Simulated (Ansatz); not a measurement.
# NbTe (P-6m2) in Ansatz: settings compared

Aim: see how the results for NbTe move with the level of theory and the settings. Levels: BLYP+D4, PBE. Tasks: relaxation of cell and atoms, single point.

Program: Ansatz 0.2.0. These are calculated values, not measurements. Logs are shortened: lines on timing, memory, paths and dates and some standing lists are left out, and cuts for length are marked.

## 1. Starting point

It takes space group P-6m2 (No. 187, hexagonal). Conventional cell: a = 3.703 Å, b = 3.703 Å, c = 3.694 Å, α = 90.00°, β = 90.00°, γ = 120.00°. Te (site symmetry -6m2) has 6 Nb at 2.83 Å as nearest neighbours. Around Nb (site symmetry -6m2) lie 6 Te at 2.83 Å.

The cell comes from a database or a generator and needn't be the stable form of this composition.

## 2. Relaxation of cell and atoms, BLYP+D4

Contents of input.yaml:

```yaml
crystal:
  lattice:
    - [3.7029743866, 0.0, 0.0]
    - [-1.8514871933, 3.2068698884, 0.0]
    - [0.0, 0.0, 3.694211]
  atoms:
    - { symbol: Te, position: [0.6666666667, 0.3333333333, 0.0] }
    - { symbol: Nb, position: [0.0, 0.0, 0.5] }
hamiltonian:
  xc: blyp
  pseudopotentials: { kind: paw }
  dispersion: d4
kpoints:
  mp_grid: { grid: [8, 8, 7] }
scf:
  occupations: { method: fermi_dirac, width: 0.05 }
output:
  forces: true
  stress: true
  eigenvalues: true
relax:
  f_tol: 0.01
  max_steps: 40
  cell: { stress_tol: 0.05 }
```

Potentials or basis: Ansatz PAW.

Started as:

```console
ansatz run input.yaml --threads 2 --pin off --max-ram 5632MiB --backend cpu --events-out ev --progress --plain --runs-dir out
```

The program printed:

```text
Warning: RAYON_NUM_THREADS=2 ignored (pool sized by the plan → 2); use --threads N
Engine: ansatz 0.2.0, aarch64-unknown-linux-gnu
Pseudopotentials: kind: paw
Pseudopotential: Te, paw, valence charge 16, recommended cutoff 420 eV (normal), Te.paw.azcp
Pseudopotential: Nb, paw, valence charge 13, recommended cutoff 420 eV (normal), Nb.paw.azcp
Functional definition: BLYP
  parameter beta = 0.0042
  parameter a = 0.04918
  parameter b = 0.132
  parameter c = 0.2533
  parameter d = 0.349
  exchange = b88_x(beta = beta)
  correlation = lyp_c(a = a, b = b, c = c, d = d)
Crystal: 2 atoms, lattice volume = 43.869 Å³
Basis set: ecut = 420 eV, 865 PW (Γ), exchange–correlation on 50×50×50 points (8 copies of the dense FFT grid, shifted against one another)
Bands: 19, of which v1, the nominal top of the filled ones, is band 15 counted from 1 (14 counted from 0)
Symmetry: 12 space group operations
Space group: P-6m2 (ITA 187), of the structure as read, at distance tolerance 3.5e-5 Å
k-points: 40 of 448 (time reversal used)
Non-local potential: Te, projectors of the file, l = 0: 2, l = 1: 2, l = 2: 2, l = 3: 2
Non-local potential: Nb, projectors of the file, l = 0: 3, l = 1: 2, l = 2: 2, l = 3: 1
PAW form: soft (Blöchl's): semilocal exchange-correlation on the pseudo side does not see the compensation charge
PAW frozen core: Te, regenerated for the run's functional, and the local potential with it (the file was generated under x = pbe(κ = 0.804, μ = 0.2195149727645171), c = pbe(β = 0.06672455060314922))
PAW frozen core: Nb, regenerated for the run's functional, and the local potential with it (the file was generated under x = pbe(κ = 0.804, μ = 0.2195149727645171), c = pbe(β = 0.06672455060314922))
PAW one-centre angular grid: Te, 590 points (default); XC on 64 Gauss nodes
PAW one-centre angular grid: Nb, 590 points (default); XC on 64 Gauss nodes
Initial density: superposition of atomic densities (neutral atoms: chi_scale 0, normalization atom), corrected by the library's trained network
Initial wavefunctions: pseudopotential atomic-orbital guess
Functional: x = b88, c = lyp
SCF iter   1: F=—  HF=-11564.066973 eV  |F-HF|=—  |Δ(HF+E_count)|=         —  Δρ=1.14e-2  dr2=6.96e-2  ethr=1.77e-3  ⟨swp⟩=6.0  Hψ=3963  notcnv=0
preconditioner: auto → none  [metal: Δε(μ)=0.086 eV  Ē_g=7.538 eV  σ=0.050 eV  W_gap=0.38  n_scr=8 (ndim 8)  ℏωp=18.6 eV  f_vac=0.000  D(μ)=1.30/eV (n_scr^D=8)  sad-step TF]
SCF iter   2: F=—  HF=-11564.056848 eV  |F-HF|=—  |Δ(HF+E_count)|=   1.01e-2  Δρ=7.20e-3  dr2=2.97e-2  ethr=2.40e-4  ⟨swp⟩=2.0  Hψ=1235  notcnv=0
SCF iter   3: F=—  HF=-11564.050148 eV  |F-HF|=—  |Δ(HF+E_count)|=   6.70e-3  Δρ=7.89e-4  dr2=2.17e-4  ethr=1.02e-4  ⟨swp⟩=2.0  Hψ=1130  notcnv=0
SCF iter   4: F=—  HF=-11564.050189 eV  |F-HF|=—  |Δ(HF+E_count)|=   4.14e-5  Δρ=2.01e-4  dr2=1.54e-5  ethr=7.49e-7  ⟨swp⟩=2.0  Hψ=1307  notcnv=0
SCF iter   5: F=—  HF=-11564.050176 eV  |F-HF|=—  |Δ(HF+E_count)|=   1.28e-5  Δρ=3.64e-5  dr2=4.10e-7  ethr=5.31e-8  ⟨swp⟩=2.0  Hψ=1294  notcnv=0
SCF iter   6: F=-11564.050177 eV  HF=-11564.050177 eV  |F-HF|=1.40e-8  |Δ(HF+E_count)|=   3.64e-7  Δρ=7.40e-6  dr2=1.48e-8  ethr=3.45e-10  ⟨swp⟩=6.6  Hψ=3322  notcnv=0
SCF 1 converged in 6 iterations: F = -11564.050177 eV  dr2 = 1.48e-8
relax step   1: F+E_penalty+E_count = -11564.05017662 eV  Δ(F+E_penalty+E_count) = +0.000e0 eV  max|allowed force component| = 1.388e-17 eV/Å  Δτ_max = 0.0000 Å  P = +0.130 GPa  Ω = 43.869 Å³  (6 SCF iters, dr2 threshold 1.00e-7 eV, accepted)
Crystal: 2 atoms, lattice volume = 43.942 Å³
Initial density: handed on by an earlier stage of this run
Initial wavefunctions: those handed on with the density
iter 1 solved again at ethr=8.85e-7 eV; its pass at ethr=3.10e-3 eV (dr2=2.57e-4 eV) is discarded
SCF iter   1: F=—  HF=-11564.050170 eV  |F-HF|=—  |Δ(HF+E_count)|=         —  Δρ=5.87e-4  dr2=2.44e-4  ethr=8.85e-7  ⟨swp⟩=2.2  Hψ=4858  notcnv=0
preconditioner: auto → none  [metal: Δε(μ)=0.056 eV  Ē_g=7.544 eV  σ=0.050 eV  W_gap=0.25  n_scr=8 (ndim 8)  ℏωp=18.6 eV  f_vac=0.000  D(μ)=1.30/eV (n_scr^D=8)]
SCF iter   2: F=—  HF=-11564.050097 eV  |F-HF|=—  |Δ(HF+E_count)|=   7.22e-5  Δρ=1.84e-4  dr2=1.53e-5  ethr=8.43e-7  ⟨swp⟩=2.0  Hψ=945  notcnv=0
SCF iter   3: F=—  HF=-11564.050094 eV  |F-HF|=—  |Δ(HF+E_count)|=   3.35e-6  Δρ=6.19e-5  dr2=1.12e-6  ethr=5.29e-8  ⟨swp⟩=2.2  Hψ=976  notcnv=0
iter 4 did not close the SCF: its close was put off for the readings that it lacked (scf_convergence_deferred on its scf_iter line)
SCF iter   4: F=-11564.050094 eV  HF=-11564.050094 eV  |F-HF|=1.47e-8  |Δ(HF+E_count)|=   3.54e-7  Δρ=9.00e-6  dr2=1.56e-8  ethr=3.88e-9  ⟨swp⟩=2.2  Hψ=1051  notcnv=0
iter 5 did not close the SCF: its close was put off for the readings that it lacked (scf_convergence_deferred on its scf_iter line)
SCF iter   5: F=-11564.050094 eV  HF=-11564.050094 eV  |F-HF|=3.11e-10  |Δ(HF+E_count)|=   1.93e-8  Δρ=1.35e-6  dr2=5.34e-10  ethr=5.38e-11  ⟨swp⟩=2.2  Hψ=1147  notcnv=0
SCF iter   6: F=-11564.050094 eV  HF=-11564.050094 eV  |F-HF|=9.09e-12  |Δ(HF+E_count)|=  5.66e-10  Δρ=1.74e-7  dr2=7.00e-12  ethr=1.84e-12  ⟨swp⟩=1.4  Hψ=2203  notcnv=0
SCF 2 converged in 6 iterations: F = -11564.050094 eV  dr2 = 7.00e-12
relax step   2: F+E_penalty+E_count = -11564.05009438 eV  Δ(F+E_penalty+E_count) = +8.223e-5 eV  max|allowed force component| = 3.238e-17 eV/Å  Δτ_max = 0.0000 Å  P = -0.257 GPa  Ω = 43.942 Å³  energy of the carried Pulay correction = -1.706e-5 eV  (6 SCF iters, dr2 threshold 2.00e-7 eV, rejected (line search))
iter 1 solved again at ethr=2.18e-7 eV; its pass at ethr=3.10e-3 eV (dr2=6.31e-5 eV) is discarded
SCF iter   1: F=—  HF=-11564.050434 eV  |F-HF|=—  |Δ(HF+E_count)|=         —  Δρ=3.09e-4  dr2=6.77e-5  ethr=2.18e-7  ⟨swp⟩=3.1  Hψ=4674  notcnv=0
preconditioner: auto → none  [metal: Δε(μ)=0.071 eV  Ē_g=7.567 eV  σ=0.050 eV  W_gap=0.32  n_scr=8 (ndim 8)  ℏωp=18.6 eV  f_vac=0.000  D(μ)=1.32/eV (n_scr^D=8)]
SCF iter   2: F=—  HF=-11564.050411 eV  |F-HF|=—  |Δ(HF+E_count)|=   2.28e-5  Δρ=9.67e-5  dr2=4.69e-6  ethr=2.18e-7  ⟨swp⟩=2.0  Hψ=929  notcnv=0
SCF iter   3: F=—  HF=-11564.050408 eV  |F-HF|=—  |Δ(HF+E_count)|=   2.57e-6  Δρ=2.94e-5  dr2=2.51e-7  ethr=1.62e-8  ⟨swp⟩=2.1  Hψ=942  notcnv=0
SCF iter   4: F=—  HF=-11564.050411 eV  |F-HF|=—  |Δ(HF+E_count)|=   2.98e-6  Δρ=4.92e-6  dr2=4.54e-9  ethr=8.66e-10  ⟨swp⟩=2.1  Hψ=1052  notcnv=0
SCF iter   5: F=—  HF=-11564.050411 eV  |F-HF|=—  |Δ(HF+E_count)|=   6.33e-9  Δρ=8.17e-7  dr2=1.51e-10  ethr=1.56e-11  ⟨swp⟩=2.0  Hψ=1093  notcnv=0
SCF iter   6: F=-11564.050411 eV  HF=-11564.050411 eV  |F-HF|=0.00e0  |Δ(HF+E_count)|=  2.33e-10  Δρ=8.33e-8  dr2=1.79e-12  ethr=1.00e-12  ⟨swp⟩=6.8  Hψ=3625  notcnv=0
SCF 3 converged in 6 iterations: F = -11564.050411 eV  dr2 = 1.79e-12
relax step   3: F+E_penalty+E_count = -11564.05041125 eV  Δ(F+E_penalty+E_count) = -2.346e-4 eV  max|allowed force component| = 2.313e-17 eV/Å  Δτ_max = 0.0000 Å  P = +0.029 GPa  Ω = 43.869 Å³  energy of the carried Pulay correction = -1.229e-6 eV  (6 SCF iters, accepted)
Initial wavefunctions: pseudopotential atomic-orbital guess (no wavefunctions were taken with the density)
iter 1 solved again at ethr=4.63e-8 eV; its pass at ethr=3.10e-3 eV (dr2=1.34e-5 eV) is discarded
SCF iter   1: F=—  HF=-11564.050374 eV  |F-HF|=—  |Δ(HF+E_count)|=         —  Δρ=8.14e-5  dr2=6.04e-8  ethr=4.63e-8  ⟨swp⟩=3.4  Hψ=6069  notcnv=0
preconditioner: auto → none  [metal: Δε(μ)=0.071 eV  Ē_g=7.569 eV  σ=0.050 eV  W_gap=0.32  n_scr=8 (ndim 8)  ℏωp=18.6 eV  f_vac=0.000  D(μ)=1.32/eV (n_scr^D=8)]
SCF iter   2: F=—  HF=-11564.050405 eV  |F-HF|=—  |Δ(HF+E_count)|=   3.11e-5  Δρ=4.07e-5  dr2=1.51e-8  ethr=2.08e-10  ⟨swp⟩=2.0  Hψ=1283  notcnv=0
SCF iter   3: F=—  HF=-11564.050416 eV  |F-HF|=—  |Δ(HF+E_count)|=   1.12e-5  Δρ=7.38e-7  dr2=1.46e-10  ethr=5.20e-11  ⟨swp⟩=2.0  Hψ=840  notcnv=0
iter 4 did not close the SCF: its close was put off for the readings that it lacked (scf_convergence_deferred on its scf_iter line)
SCF iter   4: F=-11564.050416 eV  HF=-11564.050416 eV  |F-HF|=3.64e-12  |Δ(HF+E_count)|=   1.06e-9  Δρ=1.47e-7  dr2=4.64e-12  ethr=1.00e-12  ⟨swp⟩=2.4  Hψ=1304  notcnv=0
iter 5 did not close the SCF: its close was put off for the readings that it lacked (scf_convergence_deferred on its scf_iter line)
SCF iter   5: F=-11564.050416 eV  HF=-11564.050416 eV  |F-HF|=0.00e0  |Δ(HF+E_count)|=    0.00e0  Δρ=3.88e-8  dr2=3.87e-13  ethr=1.00e-12  ⟨swp⟩=1.0  Hψ=760  notcnv=0
iter 6 did not close the SCF: its close was put off for the readings that it lacked (scf_convergence_deferred on its scf_iter line)
SCF iter   6: F=-11564.050416 eV  HF=-11564.050416 eV  |F-HF|=3.64e-12  |Δ(HF+E_count)|=  3.64e-12  Δρ=9.17e-9  dr2=1.25e-14  ethr=1.00e-12  ⟨swp⟩=1.0  Hψ=760  notcnv=0
iter 7 did not close the SCF: its close was put off for the readings that it lacked (scf_convergence_deferred on its scf_iter line)
SCF iter   7: F=-11564.050416 eV  HF=-11564.050416 eV  |F-HF|=1.82e-12  |Δ(HF+E_count)|=  7.28e-12  Δρ=1.77e-9  dr2=5.40e-16  ethr=1.00e-12  ⟨swp⟩=1.0  Hψ=760  notcnv=0
SCF iter   8: F=-11564.050416 eV  HF=-11564.050416 eV  |F-HF|=1.82e-12  |Δ(HF+E_count)|=  3.64e-12  Δρ=3.55e-10  dr2=5.56e-17  ethr=1.00e-12  ⟨swp⟩=2.8  Hψ=2150  notcnv=0
SCF 4 converged in 8 iterations: F = -11564.050416 eV  dr2 = 5.56e-17
relax step   4: F+E_penalty+E_count = -11564.05041645 eV  Δ(F+E_penalty+E_count) = -5.195e-6 eV  max|allowed force component| = 3.701e-17 eV/Å  Δτ_max = 0.0000 Å  P = +0.029 GPa  Ω = 43.869 Å³  stress off target by 3.25e-2 GPa  SCF on the basis re-selected at this cell (its energy is not comparable with the rows above)  (8 SCF iters)
basis re-selected at this cell: Δ(F+E_penalty+E_count) = -5.195e-6 eV, ΔP = -0.000 GPa vs the last step (what re-selecting the basis moved, of the pressure what is left beyond the Pulay correction that the steps carried, after the strain that the cell walked since its last selection, with what the two solves' SCF thresholds leave and, on support functions, any second-order correction that the steps lacked; it is no measure of the basis error at this ecutwfc). This SCF's stress stands 3.25e-2 GPa from its target on what of the cell is left free (relax.cell.stress_tol is 5.00e-2 GPa) and its largest allowed force component is 3.70e-17 eV/Å (relax.f_tol is 1.00e-2 eV/Å): within both
SCF converged after 8 iterations
Free energy (F): -11564.050416 eV
Harris-Foulkes:  -11564.050416 eV  (|F-HF|=1.82e-12)
Internal energy: -11564.039342 eV  (E = F + TS)
E sigma→0 (E₀):  -11564.044879 eV
Entropy (-TS):   -0.011074 eV (-5.537 meV/atom)
Fermi energy:    16.375176 eV
--- Per-component energies (eV) ---
  E_band       = -264.425838
  E_kinetic    = 578.502530
  E_local      = -1735.702705  (includes V_loc(G=0)·N_el)
  E_nonlocal   = -189.606488
  E_hartree    = 940.159276
  E_xc         = -295.186040
  E_vxc        = -310.976848  (∫ρ·V_xc dr)
  E_paw        = -7772.632436  (= ΣΔE_a)
  E_vpaw       = -486.960694  (= ΣTr[D̂ρ^β])
  E_aug_tail   = -0.000184  (compensation charges beyond the density's cutoff)
  E_ewald      = -3087.829499
  E_disp       = -1.803003  (pairwise vdW)
  E_core_change = 0.059207  (= ΣΔE_core)
  E_smearing   = -0.011074  (= −TS)
  E_closure    = 0.000000  (closes the sum)
  Σ components = -11564.050416   (vs F -11564.050416, Δ=0.00e0)
--- Forces (eV/Å), atoms counted from 1 ---
  atom   1  Te     0.00000000     0.00000000     0.00000000
  atom   2  Nb     0.00000000     0.00000000     0.00000000
  max |Σ_I F_I| component: 1.11e-16 eV/Å
--- Stress (GPa, compression-positive) ---
        0.032534       0.000000       0.000000
        0.000000       0.032534       0.000000
        0.000000       0.000000       0.020985
  P = ⅓ Tr σ = 0.0287 GPa (0.287 kbar)
--- Band table (eV; the first three rows and the last of 40) ---
  k-point 0: bands = ["-39.2466", "-21.6401", "-21.6401", "-21.6325", "-21.6325", "-21.6311", "-15.4450", "-15.2414", "-15.2414", "2.0941", "13.2326", "13.2326", "13.4996", "13.9723", "16.4796", "16.4796", "18.7518", "18.7518", "19.3519"]
  k-point 1: bands = ["-39.2457", "-21.6398", "-21.6398", "-21.6336", "-21.6336", "-21.6288", "-15.4654", "-15.2393", "-15.2393", "2.2875", "12.0931", "13.3434", "13.3434", "14.8571", "16.0671", "16.0671", "18.9661", "18.9661", "19.9289"]
  k-point 2: bands = ["-39.2437", "-21.6393", "-21.6393", "-21.6359", "-21.6359", "-21.6238", "-15.5109", "-15.2347", "-15.2347", "2.7859", "10.3381", "13.5865", "13.5865", "15.5374", "15.5374", "15.8675", "18.7165", "18.7165", "20.8372"]
  k-point 39: bands = ["-39.2333", "-21.6454", "-21.6377", "-21.6348", "-21.6290", "-21.6127", "-15.5005", "-15.3357", "-15.2904", "4.1150", "10.2762", "10.7809", "11.8778", "15.2580", "17.4563", "17.9641", "18.5745", "18.9283", "19.7502"]
--- Relaxed structure (3 steps of the walk, 2 accepted, 1 SCFs on fresh bases) ---
  F+E_penalty+E_count = -11564.05041645 eV   max|allowed force component| = 3.701e-17 eV/Å   (the final SCF, on the basis selected at the relaxed cell)
  cell:  # Å, volume = 43.8691 Å³
    - [3.6970250613880715, 0.0, 0.0]
    - [-1.8485125306940358, 3.201717621589794, 0.0]
    - [0.0, 0.0, 3.7061562895890816]
  atoms:
    - { symbol: Te, position: [0.6666666666666666, 0.3333333333333333, 0.0] }
    - { symbol: Nb, position: [-2.7755575615628914e-17, -9.609020690817189e-34, 0.5] }
```

Run time: 6.5 s. Hardware: 2 threads of Arm Neoverse V2, shared host; peak memory 0.35 GiB.

What came out:

```
Free energy               : -11564.0504 eV
Energy gained by relaxing : 0.1 meV/atom
Ionic steps               : 3
Pressure after relaxing   : 0.0 GPa
Band gap on the k mesh    : none (metal or under the smearing width)
```

The path:
| step | energy change (eV) | largest force (eV/Å) | volume (Å³) |
| --- | --- | --- | --- |
| 1 | 0.0000 | 0.0000 | 43.87 |
| 2 | -0.0002 | 0.0000 | 43.87 |
| 3 | -0.0002 | 0.0000 | 43.87 |

Final structure:
```
CELL_PARAMETERS angstrom
3.69703 0.00000 0.00000
-1.84851 3.20172 0.00000
0.00000 0.00000 3.70616
ATOMIC_POSITIONS crystal
Te 0.66667 0.33333 0.00000
Nb 0.00000 0.00000 0.50000
```

Caveat: the plane-wave basis is chosen anew once the cell has moved, so the energies of steps on either side of that aren't comparable; pairwise dispersion overbinds metals, which lowers pressure and volume; the PAW data sets come from PBE, with cores solved anew for the run's functional, which leaves a small shift of forces and pressure. Spin-orbit coupling is left out, which matters for the levels of Te.

(Part 1 of 2 ends here.)
